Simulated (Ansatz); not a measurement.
# FH₄InOSi: basis-set convergence

The task here is to estimate one member of a computed series from the others.

Program: Ansatz 0.2.0, Gaussian basis. Level of theory: one geometry, several basis sets. These are calculated values, not measurements.

The runs, in order: PBE0-D4/def2-SVP; ωB97M-V/def2-SVP; PBE0-D4/def2-QZVPP; ωB97M-V/def2-QZVPP; the functionals' def2-TZVPP values are taken from earlier runs.

**Structure used throughout**

An earlier PBE0-D4 in a triple-zeta def2 set relaxation fixed the geometry. In takes the def2 core potential; no spin-orbit term is included.

SMILES `O[SiH2][InH][F]`, 8 atoms, charge 0, spin multiplicity 1.

Atoms are counted from 1 here; the program's logs count them from 0.

Bond lengths: O1–Si2 1.640 Å, O1–H5 0.972 Å, Si2–In3 2.562 Å, Si2–H6 1.487 Å, Si2–H7 1.487 Å, In3–F4 2.015 Å, In3–H8 1.707 Å. Angles: Si2–O1–H5 112.6°, O1–Si2–In3 98.9°, O1–Si2–H6 112.0°, O1–Si2–H7 112.0°, In3–Si2–H6 113.0°, In3–Si2–H7 113.0°, H6–Si2–H7 107.9°, Si2–In3–F4 88.6°, Si2–In3–H8 161.5°, F4–In3–H8 109.9°.

The first run:

Input file in.yaml:

```yaml
crystal:
  periodic: [false, false, false]
  atoms:
    - {symbol: O, position_ang: [-0.686264, 1.254394, -0.969555]}
    - {symbol: Si, position_ang: [0.539165, 1.022498, 0.095229]}
    - {symbol: In, position_ang: [0.154324, -1.457575, 0.608602]}
    - {symbol: F, position_ang: [-1.408785, -1.426807, -0.663099]}
    - {symbol: H, position_ang: [-1.207304, 0.448132, -1.121811]}
    - {symbol: H, position_ang: [0.407344, 1.891163, 1.295305]}
    - {symbol: H, position_ang: [1.868174, 1.288584, -0.517268]}
    - {symbol: H, position_ang: [0.333337, -3.020400, 1.272606]}
basis:
  gaussian: {orbitals: def2-SVP}
hamiltonian: {xc: pbe0, dispersion: d4}
output: {orbitals: {seedname: orbitals}}
```

Started as:

```console
> ansatz run in.yaml --threads 4 --pin off --events-out ev --progress --plain --max-ram 10444MiB
```

Among the steps run: PBE0-D4 in def2-SVP; ωB97M-V in def2-SVP; PBE0-D4 in def2-QZVPP; ωB97M-V in def2-QZVPP.

One of the session's tables, all rows but one given; the rest of the session is left out.

It belongs to the step «Functionals by basis». 

| functional | basis | HOMO (eV) | LUMO (eV) |
| --- | --- | --- | --- |
| PBE0-D4 | def2-SVP | -7.60 | -2.04 |
| PBE0-D4 | def2-TZVPP | ? | ? |
| PBE0-D4 | def2-QZVPP | -7.71 | -2.16 |
| ωB97M-V | def2-SVP | -9.57 | -0.41 |
| ωB97M-V | def2-TZVPP | -9.69 | -0.58 |
| ωB97M-V | def2-QZVPP | -9.72 | -0.63 |

Estimate the missing values for PBE0-D4, def2-TZVPP.

As computed: HOMO (eV): -7.69; LUMO (eV): -2.13. In the column «HOMO (eV)» it lies between PBE0-D4, def2-QZVPP (-7.71) and PBE0-D4, def2-SVP (-7.60).
